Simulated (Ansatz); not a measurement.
# Ni6O: the cost of one run

Method: DFT PBE, scalar-relativistic, plane waves, PAW, in Ansatz 0.2.0.

14 further runs of the same task are left out: 4 for a known fault of the program, 10 set aside as unsound or not needed.

**1. Starting point**

Symmetry: Pmm2, No. 25, orthorhombic system. The conventional cell has a = 4.976 Å, b = 4.976 Å, c = 21.409 Å, α = 90.00°, β = 90.00°, γ = 90.00°. Ni (site symmetry 1) has 8 Ni at 2.45 to 2.49 Å as nearest neighbours. Around Ni (site symmetry mm2) lie 12 Ni at 2.45 to 2.49 Å. Ni (site symmetry 1) is surrounded by 1 O at 1.67 Å. O (site symmetry m) is surrounded by 2 Ni at 1.67 Å.

As a file:

```cif
data_structure
_symmetry_space_group_name_H-M 'Pmm2'
_symmetry_Int_Tables_number 25
_cell_length_a 4.9765
_cell_length_b 4.9765
_cell_length_c 21.4094
_cell_angle_alpha 90.000
_cell_angle_beta 90.000
_cell_angle_gamma 90.000
_cell_volume 530.21
loop_
_atom_site_label
_atom_site_type_symbol
_atom_site_symmetry_multiplicity
_atom_site_Wyckoff_symbol
_atom_site_fract_x
_atom_site_fract_y
_atom_site_fract_z
_atom_site_occupancy
Ni1 Ni 4 i 0.25000 0.25000 0.18683 1
Ni2 Ni 1 a 0.00000 0.00000 0.26646 1
Ni3 Ni 1 b 0.00000 0.50000 0.26646 1
Ni4 Ni 1 c 0.50000 0.00000 0.26646 1
Ni5 Ni 1 d 0.50000 0.50000 0.26646 1
Ni6 Ni 4 i 0.25000 0.25000 0.34608 1
O1 O 2 e 0.73867 0.00000 0.39840 1
```

**2. O2 flat over the top site (Ni5), bond 2.601 A, height 1.12 Å**

Input file input.yaml:

```yaml
crystal:
  lattice:
    - [4.9764658027, 0.0, 0.0]
    - [0.0, 4.9764658027, 0.0]
    - [0.0, 0.0, 21.4094403098]
  atoms:
    - { symbol: Ni, position: [0.25, 0.25, 0.1868334689], spin: 0.85 }
    - { symbol: Ni, position: [0.25, 0.75, 0.1868334689], spin: 0.85 }
    - { symbol: Ni, position: [0.75, 0.25, 0.1868334689], spin: 0.85 }
    - { symbol: Ni, position: [0.75, 0.75, 0.1868334689], spin: 0.85 }
    - { symbol: Ni, position: [0.0, 0.0, 0.2664588988], spin: 0.76 }
    - { symbol: Ni, position: [0.0, 0.5, 0.2664588988], spin: 0.76 }
    - { symbol: Ni, position: [0.5, 0.0, 0.2664588988], spin: 0.76 }
    - { symbol: Ni, position: [0.5, 0.5, 0.2664588988], spin: 0.76 }
    - { symbol: Ni, position: [0.25, 0.25, 0.3460828589], spin: 0.85 }
    - { symbol: Ni, position: [0.25, 0.75, 0.3460828589], spin: 0.85 }
    - { symbol: Ni, position: [0.75, 0.25, 0.3460828589], spin: 0.85 }
    - { symbol: Ni, position: [0.75, 0.75, 0.3460828589], spin: 0.85 }
    - { symbol: O, position: [-0.2613300385, 0.0, 0.3983962302], spin: 1.0 }
    - { symbol: O, position: [0.2613300385, 0.0, 0.3983962302], spin: 1.0 }
basis:
  ecutwfc: 420
kpoints:
  mp_grid: { grid: [6, 6, 1] }
hamiltonian:
  xc: pbe
  pseudopotentials: { kind: paw, azcp: { folder: soft_1 } }
scf:
  occupations: { method: gaussian, width: 0.1 }
output:
  forces: true
  eigenvalues: true
  populations: true
magnetization:
  spin_polarized: true
efield:
  axis: 3
  dipole_correction: true
  ramp_width: 0.04
```

On the command line:

```bash
> ansatz run input.yaml --threads 8 --pin off --max-ram 22528MiB --backend cpu --events-out ev --progress --plain --runs-dir out
```

What time and memory should one allow on 8 threads of Arm Neoverse N1, shared host?

About 2.3 min, with a peak of 3.8 GiB.
